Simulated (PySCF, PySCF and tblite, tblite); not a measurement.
# C₄H₆F₂O₂: conformers and averaged spectra, part 2 of 3

PySCF and tblite. Atoms count from 0.

### 7 Shieldings, conformer 3: KT3/pcSseg-1 in tetrahydrofuran

The job: settings as JSON, then the geometry in Å.

```
{"job": {"xc": "KT3", "basis": "pcSseg-1", "solvent": "tetrahydrofuran", "kind": "nmr", "pop": false}, "charge": 0, "multiplicity": 1}
C      2.256989     0.460562     0.370887
C      1.086332    -0.223568    -0.309128
O     -0.100006     0.081155     0.438726
C     -1.210815    -0.526940    -0.019509
O     -1.872211     0.041204    -1.168676
C     -2.489164     0.175148     0.018271
F     -3.636065    -0.489151     0.202662
F     -2.625084     1.389949     0.539524
H      2.086651     1.532298     0.407237
H      2.365857     0.091993     1.386734
H      3.169328     0.260481    -0.183198
H      0.960930     0.137407    -1.336507
H      1.223788    -1.312933    -0.330850
H     -1.217207    -1.618077    -0.038337
```

Output:

```text
coarse grid: 12408 points
cycle   1  E = -512.5132708827  dE =  1.349e+00  |g| = 1.200e+00  |ddm| = 3.348e+00
cycle   2  E = -511.9777905992  dE =  5.355e-01  |g| = 2.125e+00  |ddm| = 2.145e+00
cycle   3  E = -512.7495164764  dE = -7.717e-01  |g| = 1.481e-01  |ddm| = 1.504e+00
cycle   4  E = -512.7531071520  dE = -3.591e-03  |g| = 7.647e-02  |ddm| = 1.490e-01
cycle   5  E = -512.7540573404  dE = -9.502e-04  |g| = 2.968e-02  |ddm| = 6.021e-02
cycle   6  E = -512.7542083214  dE = -1.510e-04  |g| = 8.318e-03  |ddm| = 2.362e-02
cycle   7  E = -512.7542208637  dE = -1.254e-05  |g| = 2.417e-03  |ddm| = 6.709e-03
cycle   8  E = -512.7542219447  dE = -1.081e-06  |g| = 5.692e-04  |ddm| = 2.186e-03
final grid: 122688 points
cycle   9  E = -512.9034509728  dE = -1.995e-04  |g| = 3.964e-02  |ddm| = 7.133e-02
cycle  10  E = -512.9028610960  dE =  5.899e-04  |g| = 7.203e-02  |ddm| = 6.695e-02
cycle  11  E = -512.9036810174  dE = -8.199e-04  |g| = 5.293e-03  |ddm| = 4.587e-02
cycle  12  E = -512.9036860377  dE = -5.020e-06  |g| = 9.335e-04  |ddm| = 3.664e-03
cycle  13  E = -512.9036861751  dE = -1.373e-07  |g| = 3.618e-04  |ddm| = 9.160e-04
cycle  14  E = -512.9036861977  dE = -2.265e-08  |g| = 6.794e-05  |ddm| = 2.752e-04
cycle  15  E = -512.9036861984  dE = -7.178e-10  |g| = 2.125e-05  |ddm| = 5.336e-05
converged SCF energy = -512.9036861984

GIAO shielding tensors (ppm)
atom      isotropic    diamagn.    paramagn.     s11        s22        s33       span
  0 C      167.371     247.230     -79.860    152.928    165.040    184.144     31.217
  1 C      115.510     247.075    -131.565     81.321    102.175    163.034     81.714
  2 O      237.925     400.757    -162.832    172.570    247.466    293.738    121.168
  3 C      100.985     242.907    -141.922     52.690     92.066    158.200    105.510
  4 O      186.865     401.675    -214.810     97.632    139.060    323.902    226.269
  5 C       68.665     256.049    -187.383     30.469     68.776    106.750     76.281
  6 F      285.602     470.665    -185.063    176.117    299.968    380.721    204.604
  7 F      304.488     474.912    -170.424    199.253    320.024    394.187    194.934
  8 H       30.318      30.175       0.144     26.426     28.955     35.574      9.148
  9 H       30.294      29.640       0.654     26.625     28.523     35.733      9.108
 10 H       30.414      27.481       2.934     26.632     27.589     37.022     10.391
 11 H       27.592      31.716      -4.123     22.555     28.338     31.884      9.329
 12 H       27.757      30.853      -3.096     23.663     27.644     31.964      8.301
 13 H       26.743      29.181      -2.438     20.961     26.989     32.279     11.317
```

Wall time 22 s (1 thread of Intel Xeon Platinum 8259CL at 2.50GHz, shared host); peak memory 0.68 GiB.

Key values: HOMO -7.10 eV, LUMO 0.80 eV; dipole 3.58 D.

### 8 Single-point energy, conformer 3: PBE0/def2-SVP in tetrahydrofuran

Changed since step 7:

```diff
@@ -1,2 +1,2 @@
-{"job": {"xc": "KT3", "basis": "pcSseg-1", "solvent": "tetrahydrofuran", "kind": "nmr", "pop": false}, "charge": 0, "multiplicity": 1}
+{"job": {"xc": "PBE0", "basis": "def2-SVP", "solvent": "tetrahydrofuran", "kind": "sp"}, "charge": 0, "multiplicity": 1}
 C      2.256989     0.460562     0.370887
```

Output:

```text
coarse grid: 12408 points
cycle   1  E = -504.9698042701  dE =  1.413e+00  |g| = 9.810e-01  |ddm| = 3.893e+00
cycle   2  E = -504.7982723199  dE =  1.715e-01  |g| = 1.404e+00  |ddm| = 1.753e+00
cycle   3  E = -505.1420427667  dE = -3.438e-01  |g| = 6.972e-02  |ddm| = 1.065e+00
cycle   4  E = -505.1425928495  dE = -5.501e-04  |g| = 4.703e-02  |ddm| = 8.751e-02
cycle   5  E = -505.1430015777  dE = -4.087e-04  |g| = 1.046e-02  |ddm| = 4.013e-02
cycle   6  E = -505.1430195796  dE = -1.800e-05  |g| = 3.540e-03  |ddm| = 1.054e-02
cycle   7  E = -505.1430222090  dE = -2.629e-06  |g| = 4.553e-04  |ddm| = 2.918e-03
final grid: 122688 points
cycle   8  E = -505.2228581708  dE = -2.809e-05  |g| = 1.196e-02  |ddm| = 3.158e-02
cycle   9  E = -505.2228340319  dE =  2.414e-05  |g| = 1.667e-02  |ddm| = 2.073e-02
cycle  10  E = -505.2228859174  dE = -5.189e-05  |g| = 9.958e-04  |ddm| = 1.202e-02
cycle  11  E = -505.2228861326  dE = -2.152e-07  |g| = 1.804e-04  |ddm| = 9.374e-04
cycle  12  E = -505.2228861364  dE = -3.760e-09  |g| = 1.119e-04  |ddm| = 2.089e-04
cycle  13  E = -505.2228861387  dE = -2.317e-09  |g| = 1.713e-05  |ddm| = 1.017e-04
cycle  14  E = -505.2228861388  dE = -5.809e-11  |g| = 4.390e-06  |ddm| = 1.766e-05
converged SCF energy = -505.2228861388
```

Run time: 10 s. Hardware: 1 thread of Intel Xeon Platinum 8259CL at 2.50GHz, shared host; peak memory 0.61 GiB.

Key values: HOMO -8.46 eV, LUMO 2.19 eV; dipole 3.66 D.

### 9 Couplings, conformer 1: B3LYP/pcJ-1+6-31G*

The job: settings as JSON, then the geometry in Å.

```
{"job": {"xc": "B3LYP", "basis": {"default": "6-31G*", "H": "pcJ-1", "F": "pcJ-1"}, "nuclei": ["H", "F", "P", "Si", "B"], "kind": "j"}, "charge": 0, "multiplicity": 1}
C     -1.588773     1.014371    -0.473869
C     -1.174399    -0.342604    -1.022004
O      0.247959    -0.509445    -1.066474
C      0.835654    -0.695688     0.132292
O      1.217099     0.459492     0.909091
C      2.208537    -0.249781     0.342327
F      3.036069    -0.920734     1.153165
F      2.935204     0.313761    -0.617418
H     -1.245137     1.136572     0.550339
H     -1.156613     1.806629    -1.079142
H     -2.671606     1.099345    -0.497630
H     -1.610362    -1.152880    -0.423031
H     -1.485770    -0.455945    -2.061762
H      0.451460    -1.503566     0.757527
```

Output:

```text
coarse grid: 12408 points
cycle   1  E = -505.9599579973  dE =  1.440e+00  |g| = 1.059e+00  |ddm| = 3.406e+00
cycle   2  E = -505.6825963773  dE =  2.774e-01  |g| = 1.668e+00  |ddm| = 1.727e+00
cycle   3  E = -506.1548877122  dE = -4.723e-01  |g| = 1.083e-01  |ddm| = 1.120e+00
cycle   4  E = -506.1562934367  dE = -1.406e-03  |g| = 7.357e-02  |ddm| = 1.231e-01
cycle   5  E = -506.1572193956  dE = -9.260e-04  |g| = 1.801e-02  |ddm| = 5.690e-02
cycle   6  E = -506.1572767337  dE = -5.734e-05  |g| = 5.332e-03  |ddm| = 1.659e-02
cycle   7  E = -506.1572824602  dE = -5.727e-06  |g| = 1.070e-03  |ddm| = 4.420e-03
final grid: 122688 points
cycle   8  E = -506.1254130013  dE = -9.958e-05  |g| = 7.155e-03  |ddm| = 2.002e-02
cycle   9  E = -506.1254048156  dE =  8.186e-06  |g| = 9.755e-03  |ddm| = 1.129e-02
cycle  10  E = -506.1254234041  dE = -1.859e-05  |g| = 7.913e-04  |ddm| = 6.538e-03
cycle  11  E = -506.1254235020  dE = -9.788e-08  |g| = 3.329e-04  |ddm| = 8.785e-04
cycle  12  E = -506.1254235242  dE = -2.227e-08  |g| = 8.559e-05  |ddm| = 3.191e-04
cycle  13  E = -506.1254235254  dE = -1.216e-09  |g| = 2.692e-05  |ddm| = 7.893e-05
cycle  14  E = -506.1254235256  dE = -1.303e-10  |g| = 6.817e-06  |ddm| = 2.218e-05
converged SCF energy = -506.1254235256

Indirect spin-spin couplings (Hz)
  i      j    bonds     total        FC       PSO       DSO        SD
  6 F    7 F    2    -15.843     5.793   -71.899    -0.531    50.795
  6 F    9 H    6     -0.287    -0.001     0.629    -0.921     0.007
  6 F   10 H    6     -0.230     0.032     0.712    -0.978     0.004
  6 F   11 H    5     -0.304    -0.087     0.579    -0.774    -0.022
  6 F   12 H    5     -0.381    -0.048     0.768    -1.179     0.078
  6 F   13 H    3     -3.782    -4.317     1.466     0.150    -1.081
  7 F    9 H    6      0.219    -0.014     0.233     0.060    -0.060
  7 F   10 H    6     -0.306    -0.137     0.765    -0.900    -0.034
  7 F   11 H    5      0.568     0.820     0.922    -1.173    -0.001
  7 F   13 H    3     -5.274    -4.857     1.641    -2.166     0.107
  8 H    9 H    2    -13.543   -13.133     1.895    -2.305         -
  8 H   10 H    2    -14.582   -14.099     2.069    -2.553         -
  8 H   11 H    3      4.830     4.897     0.208    -0.276         -
  8 H   12 H    3     14.967    15.914     1.822    -2.769         -
  8 H   13 H    5      0.159     0.043    -0.355     0.471         -
  9 H   10 H    2    -14.548   -14.018     2.151    -2.680         -
  9 H   11 H    3     13.902    14.848     1.827    -2.772         -
  9 H   12 H    3      4.948     5.031     0.282    -0.364         -
  9 H   13 H    5     -0.453    -0.015     0.922    -1.360         -
 10 H   11 H    3      1.900     1.973     0.307    -0.380         -
 10 H   12 H    3      2.320     2.436     0.409    -0.525         -
 10 H   13 H    5     -0.208     0.069     0.599    -0.876         -
 11 H   12 H    2    -11.879   -11.419     1.678    -2.137         -
 11 H   13 H    4      0.594    -0.035    -1.360     1.989         -
 12 H   13 H    4     -0.764    -0.255     1.036    -1.545         -
```

It took 38 s on 1 thread of Intel Xeon Platinum 8259CL at 2.50GHz, shared host; peak memory 0.91 GiB.

Key values: HOMO -8.12 eV, LUMO 1.22 eV; dipole 3.25 D.

### 10 Couplings, conformer 2: B3LYP/pcJ-1+6-31G*

The job: settings as JSON, then the geometry in Å.

```
{"job": {"xc": "B3LYP", "basis": {"default": "6-31G*", "H": "pcJ-1", "F": "pcJ-1"}, "nuclei": ["H", "F", "P", "Si", "B"], "kind": "j"}, "charge": 0, "multiplicity": 1}
C     -1.996238    -0.227388    -0.197043
C     -1.121071     0.302780     0.930127
O      0.118470     0.861816     0.469735
C      1.013366    -0.032135    -0.001978
O      1.693860    -0.871064     0.951184
C      2.418664     0.101594     0.372543
F      3.394623    -0.264729    -0.466447
F      2.868658     1.101561     1.122908
H     -1.565255    -1.117878    -0.647775
H     -2.972930    -0.484507     0.202527
H     -2.119165     0.533193    -0.963977
H     -1.607526     1.140119     1.432688
H     -0.906279    -0.484661     1.660688
H      0.780144    -0.559175    -0.926639
```

Output:

```text
coarse grid: 12408 points
cycle   1  E = -505.9583134478  dE =  1.437e+00  |g| = 1.059e+00  |ddm| = 3.420e+00
cycle   2  E = -505.6860722127  dE =  2.722e-01  |g| = 1.660e+00  |ddm| = 1.704e+00
cycle   3  E = -506.1529336801  dE = -4.669e-01  |g| = 1.050e-01  |ddm| = 1.098e+00
cycle   4  E = -506.1542822363  dE = -1.349e-03  |g| = 7.091e-02  |ddm| = 1.194e-01
cycle   5  E = -506.1551596628  dE = -8.774e-04  |g| = 1.768e-02  |ddm| = 5.523e-02
cycle   6  E = -506.1552144940  dE = -5.483e-05  |g| = 5.112e-03  |ddm| = 1.595e-02
cycle   7  E = -506.1552198617  dE = -5.368e-06  |g| = 1.013e-03  |ddm| = 4.216e-03
final grid: 122688 points
cycle   8  E = -506.1239697227  dE = -1.009e-04  |g| = 7.480e-03  |ddm| = 2.092e-02
cycle   9  E = -506.1239608135  dE =  8.909e-06  |g| = 1.026e-02  |ddm| = 1.161e-02
cycle  10  E = -506.1239808342  dE = -2.002e-05  |g| = 8.385e-04  |ddm| = 6.781e-03
cycle  11  E = -506.1239809456  dE = -1.113e-07  |g| = 3.499e-04  |ddm| = 9.351e-04
cycle  12  E = -506.1239809695  dE = -2.393e-08  |g| = 1.056e-04  |ddm| = 3.504e-04
cycle  13  E = -506.1239809714  dE = -1.882e-09  |g| = 3.207e-05  |ddm| = 9.364e-05
cycle  14  E = -506.1239809716  dE = -1.924e-10  |g| = 6.570e-06  |ddm| = 2.502e-05
converged SCF energy = -506.1239809716

Indirect spin-spin couplings (Hz)
  i      j    bonds     total        FC       PSO       DSO        SD
  6 F    7 F    2    -17.963     5.953   -73.615    -0.540    50.239
  6 F    9 H    6     -0.194     0.048     0.624    -0.864    -0.002
  6 F   12 H    5     -0.732    -0.378     0.742    -1.068    -0.028
  6 F   13 H    3     -4.034    -4.555     1.460     0.179    -1.119
  7 F    8 H    6     -0.224    -0.012     0.619    -0.836     0.004
  7 F    9 H    6     -0.216    -0.011     0.693    -0.884    -0.014
  7 F   10 H    6     -0.188    -0.030     0.513    -0.688     0.017
  7 F   12 H    5      0.326     0.053     0.873    -0.469    -0.132
  7 F   13 H    3     -5.018    -4.608     1.644    -2.153     0.099
  8 H    9 H    2    -15.096   -14.606     2.129    -2.620         -
  8 H   10 H    2    -12.299   -11.821     2.063    -2.540         -
  8 H   11 H    3     15.040    16.003     1.846    -2.809         -
  8 H   12 H    3      5.850     5.877     0.114    -0.142         -
  8 H   13 H    5      0.766     0.001    -1.804     2.568         -
  9 H   10 H    2    -15.207   -14.665     2.176    -2.718         -
  9 H   11 H    3      3.706     3.756     0.275    -0.325         -
  9 H   12 H    3      1.138     1.258     0.412    -0.531         -
  9 H   13 H    5     -0.452    -0.185     0.625    -0.892         -
 10 H   11 H    3      3.579     3.729     0.414    -0.565         -
 10 H   12 H    3     13.318    14.251     1.835    -2.767         -
 11 H   12 H    2    -12.119   -11.682     1.646    -2.084         -
 11 H   13 H    4     -1.039    -0.405     1.310    -1.943         -
 12 H   13 H    4      0.195     0.413     0.349    -0.566         -
```

Wall time 38 s (1 thread of Intel Xeon Platinum 8259CL at 2.50GHz, shared host); peak memory 0.88 GiB.

This run: HOMO -8.22 eV, LUMO 1.05 eV; dipole 3.27 D.

### 11 Couplings, conformer 3: B3LYP/pcJ-1+6-31G*

The job: settings as JSON, then the geometry in Å.

```
{"job": {"xc": "B3LYP", "basis": {"default": "6-31G*", "H": "pcJ-1", "F": "pcJ-1"}, "nuclei": ["H", "F", "P", "Si", "B"], "kind": "j"}, "charge": 0, "multiplicity": 1}
C      2.256989     0.460562     0.370887
C      1.086332    -0.223568    -0.309128
O     -0.100006     0.081155     0.438726
C     -1.210815    -0.526940    -0.019509
O     -1.872211     0.041204    -1.168676
C     -2.489164     0.175148     0.018271
F     -3.636065    -0.489151     0.202662
F     -2.625084     1.389949     0.539524
H      2.086651     1.532298     0.407237
H      2.365857     0.091993     1.386734
H      3.169328     0.260481    -0.183198
H      0.960930     0.137407    -1.336507
H      1.223788    -1.312933    -0.330850
H     -1.217207    -1.618077    -0.038337
```

Output:

```text
coarse grid: 12408 points
cycle   1  E = -505.9592687213  dE =  1.442e+00  |g| = 1.064e+00  |ddm| = 3.410e+00
cycle   2  E = -505.6741306994  dE =  2.851e-01  |g| = 1.682e+00  |ddm| = 1.748e+00
cycle   3  E = -506.1564676270  dE = -4.823e-01  |g| = 1.030e-01  |ddm| = 1.131e+00
cycle   4  E = -506.1576380385  dE = -1.170e-03  |g| = 7.305e-02  |ddm| = 1.193e-01
cycle   5  E = -506.1585544419  dE = -9.164e-04  |g| = 1.759e-02  |ddm| = 5.623e-02
cycle   6  E = -506.1586095836  dE = -5.514e-05  |g| = 4.904e-03  |ddm| = 1.589e-02
cycle   7  E = -506.1586143002  dE = -4.717e-06  |g| = 1.060e-03  |ddm| = 3.859e-03
final grid: 122688 points
cycle   8  E = -506.1264677688  dE = -9.967e-05  |g| = 7.051e-03  |ddm| = 2.029e-02
cycle   9  E = -506.1264604979  dE =  7.271e-06  |g| = 9.463e-03  |ddm| = 1.080e-02
cycle  10  E = -506.1264777948  dE = -1.730e-05  |g| = 7.970e-04  |ddm| = 6.150e-03
cycle  11  E = -506.1264778910  dE = -9.618e-08  |g| = 3.470e-04  |ddm| = 8.944e-04
cycle  12  E = -506.1264779146  dE = -2.355e-08  |g| = 1.099e-04  |ddm| = 3.472e-04
cycle  13  E = -506.1264779167  dE = -2.100e-09  |g| = 2.435e-05  |ddm| = 8.856e-05
cycle  14  E = -506.1264779168  dE = -1.090e-10  |g| = 6.018e-06  |ddm| = 1.952e-05
converged SCF energy = -506.1264779168

Indirect spin-spin couplings (Hz)
  i      j    bonds     total        FC       PSO       DSO        SD
  6 F    7 F    2    -16.918     5.770   -72.613    -0.541    50.467
  6 F    8 H    6     -0.293    -0.020     0.506    -0.777    -0.002
  6 F    9 H    6     -0.187     0.001     0.457    -0.676     0.031
  6 F   11 H    5     -0.711    -0.391     0.763    -1.062    -0.021
  6 F   12 H    5     -0.470    -0.167     0.542    -0.817    -0.028
  6 F   13 H    3     -3.989    -4.509     1.487     0.122    -1.090
  7 F   10 H    6     -0.300    -0.149     0.586    -0.716    -0.022
  7 F   11 H    5      0.283     0.071     0.863    -0.531    -0.120
  7 F   12 H    5      0.721     0.966     0.952    -1.179    -0.018
  7 F   13 H    3     -5.153    -4.733     1.659    -2.183     0.104
  8 H    9 H    2    -13.310   -12.800     2.112    -2.622         -
  8 H   10 H    2    -14.545   -13.972     2.225    -2.797         -
  8 H   11 H    3      4.841     4.938     0.280    -0.377         -
  8 H   12 H    3     13.830    14.794     1.871    -2.835         -
  8 H   13 H    5     -0.289     0.120     0.913    -1.322         -
  9 H   10 H    2    -14.324   -13.748     2.231    -2.807         -
  9 H   11 H    3     14.130    15.083     1.867    -2.820         -
  9 H   12 H    3      5.273     5.377     0.289    -0.392         -
  9 H   13 H    5     -0.186    -0.005     0.363    -0.544         -
 10 H   11 H    3      2.248     2.333     0.326    -0.411         -
 10 H   12 H    3      1.961     2.080     0.368    -0.486         -
 10 H   13 H    5     -0.355    -0.075     0.656    -0.937         -
 11 H   12 H    2     -8.729    -8.372     1.575    -1.932         -
 11 H   13 H    4      0.369     0.564     0.381    -0.576         -
 12 H   13 H    4      0.540    -0.004    -1.180     1.724         -
```

Run time: 37 s. Hardware: 1 thread of Intel Xeon Platinum 8259CL at 2.50GHz, shared host; peak memory 0.88 GiB.

Key values: HOMO -8.22 eV, LUMO 1.22 eV; dipole 3.25 D.

### 12 Averages: properties at KT3/pcSseg-1 in tetrahydrofuran

The job: settings as JSON, then the geometry in Å.

```
{"job": {"study": "conf", "smiles": "CCO[C@@H]1OC1(F)F", "search": {"seed": 1369, "n_embed": 90, "ff_keep": 18, "window": 1.5, "nmax": 5, "temps": [220, 298.15, 320, 500, 800], "t_ref": 298.15, "order": 0.001, "w0": 0}, "level": {"nmr": {"xc": "KT3", "basis": "pcSseg-1", "solvent": "tetrahydrofuran"}, "sp": {"xc": "PBE0", "basis": "def2-SVP", "solvent": "tetrahydrofuran"}, "j": {"xc": "B3LYP", "basis": {"default": "6-31G*", "H": "pcJ-1", "F": "pcJ-1"}, "nuclei": ["H", "F", "P", "Si", "B"]}}, "kind": "conf"}, "charge": 0, "multiplicity": 1}
C      2.256989     0.460562     0.370887
C      1.086332    -0.223568    -0.309128
O     -0.100006     0.081155     0.438726
C     -1.210815    -0.526940    -0.019509
O     -1.872211     0.041204    -1.168676
C     -2.489164     0.175148     0.018271
F     -3.636065    -0.489151     0.202662
F     -2.625084     1.389949     0.539524
H      2.086651     1.532298     0.407237
H      2.365857     0.091993     1.386734
H      3.169328     0.260481    -0.183198
H      0.960930     0.137407    -1.336507
H      1.223788    -1.312933    -0.330850
H     -1.217207    -1.618077    -0.038337
```

Output:

```text
conformer  sym    E(xTB)   E(DFT)   G(298.15 K)  weight  dipole/D
    1     C1      0.000    0.199    0.631   0.2376    3.716
    2     C1      0.730    1.210    1.327   0.0734    3.669
    3     C1      0.921    0.000    0.000   0.6890    3.665

mean shielding (ppm) by class
class atoms           220 K   298.15 K      320 K      500 K      800 K
  0 C  0            167.051    167.126    167.152    167.356    167.581
  1 C  1            114.776    114.775    114.784    114.897    115.049
  2 O  2            236.546    236.507    236.514    236.652    236.863
  3 C  3             100.79    100.901    100.935    101.193    101.465
  4 O  4            185.692    185.744    185.775    186.066    186.424
  5 C  5             68.873     68.871     68.868     68.831     68.784
  6 F  6             285.97    286.017    286.026    286.067    286.089
  7 F  7            304.466    304.499    304.509     304.58    304.654
  8 H  8,9,10        30.346     30.345     30.345     30.343      30.34
  9 H  11            27.582     27.581     27.581      27.58      27.58
 10 H  12             27.66     27.642     27.638     27.618     27.602
 11 H  13             26.75     26.744     26.742     26.726     26.711
```

Wall time 3.6 min (1 thread of Intel Xeon Platinum 8259CL at 2.50GHz, shared host). This counts the runs that the step sums up.

The search (ETKDG and KDG, MMFF94s, GFN2-xTB) embedded 90 structures, kept 6 distinct ones after the force field and 3 after xTB; 3 were carried on (window 1.5 kcal/mol at the search's own energies). Energies: PBE0/def2-SVP in tetrahydrofuran with D3(BJ).

The conformers at 298 K:

```tsv
no.	group	mirror pair	ΔE xTB	ΔE DFT	ΔG	weight (%)	μ (D)	C0–C1–O2–C3 (°)	C1–O2–C3–O4 (°)	A, B, C (GHz)
1	C1	no	0.00	0.20	0.63	23.8	3.72	73	-86	4.85, 1.16, 1.14
2	C1	no	0.73	1.21	1.33	7.3	3.67	-71	-73	5.17, 1.12, 1.03
3	C1	no	0.92	0.00	0.00	68.9	3.67	-177	-80	5.57, 1.04, 0.97
```

Energies in kcal/mol. ΔG holds xTB vibrations and rotation, symmetry numbers and mirror pairs.

Weights (%) by temperature:

```tsv
no.	220 K	298 K	320 K	500 K	800 K
3	74.6	68.9	67.6	59.9	53.3
1	21.8	23.8	24.0	24.7	24.2
2	3.6	7.3	8.4	15.4	22.4
```

Other ways of weighting, at the same temperature:

```tsv
scheme	3	1	2	mean μ (D)
DFT free energy	69	24	7	3.68
DFT energy, symmetry counted	54	39	7	3.69
DFT energy alone	54	39	7	3.69
xTB energy, symmetry counted	14	67	19	3.70
xTB free energy	23	52	26	3.69
lowest conformer only	100	0	0	3.67
equal weights	33	33	33	3.68
conformers found from three starts alone	0	0	100	3.67
```

Shifts against references run at the same level (¹³C TMS 185.4, ¹H TMS 31.74 ppm of shielding), by class of atoms, at 298 K:

```tsv
atoms	environment	no. 3	no. 1	no. 2	average
C5	three-membered-ring carbon bearing a halogen	116.7	115.7	117.3	116.5
C3	epoxide ring carbon	84.4	85.9	80.6	84.5
C1	sp3 CH2 bonded to O	69.9	73.6	67.9	70.6
C0	methyl carbon	18.0	20.0	14.9	18.3
H13	hydrogen on an epoxide ring carbon	5.00	4.93	5.22	5.00
H11	hydrogen on an sp3 CH2 bonded to O	4.15	4.20	4.15	4.16
H12	hydrogen on an sp3 CH2 bonded to O	3.98	4.39	4.24	4.10
H8, H9, H10	hydrogen on a methyl carbon	1.40	1.38	1.43	1.40
O4	ether oxygen	186.9 (σ)	180.7 (σ)	191.6 (σ)	185.7 (σ)
O2	ether oxygen	237.9 (σ)	231.2 (σ)	240.5 (σ)	236.5 (σ)
F6	fluorine of a CF2 group	285.6 (σ)	287.2 (σ)	286.0 (σ)	286.0 (σ)
F7	fluorine of a CF2 group	304.5 (σ)	304.2 (σ)	305.5 (σ)	304.5 (σ)
```

Couplings (Hz, B3LYP/pcJ-1+6-31G*; one pair named for each class), from conformers that hold 100 % of the weight:

```tsv
pair	bonds	no. 3	no. 1	no. 2	average
F6–F7	2	-16.9	-15.8	-18.0	-16.7
H8–H9	2	-14.1	-14.2	-14.2	-14.1
H11–H12	2	-8.7	-11.9	-12.1	-9.7
H8–H12	3	7.0	7.4	6.8	7.1
H8–H11	3	7.1	6.9	7.4	7.0
F7–H13	3	-5.2	-5.3	-5.0	-5.2
F6–H13	3	-4.0	-3.8	-4.0	-3.9
```

Effective distances for nuclear Overhauser effects, ⟨r⁻⁶⟩^(−1/6) over all pairs of two classes (Å): H11···H12 1.78; H8···H11 2.61; H8···H12 2.61; H12···H13 2.61; H11···H13 2.80; H8···H13 3.77.

(Part 2 of 3 ends here.)
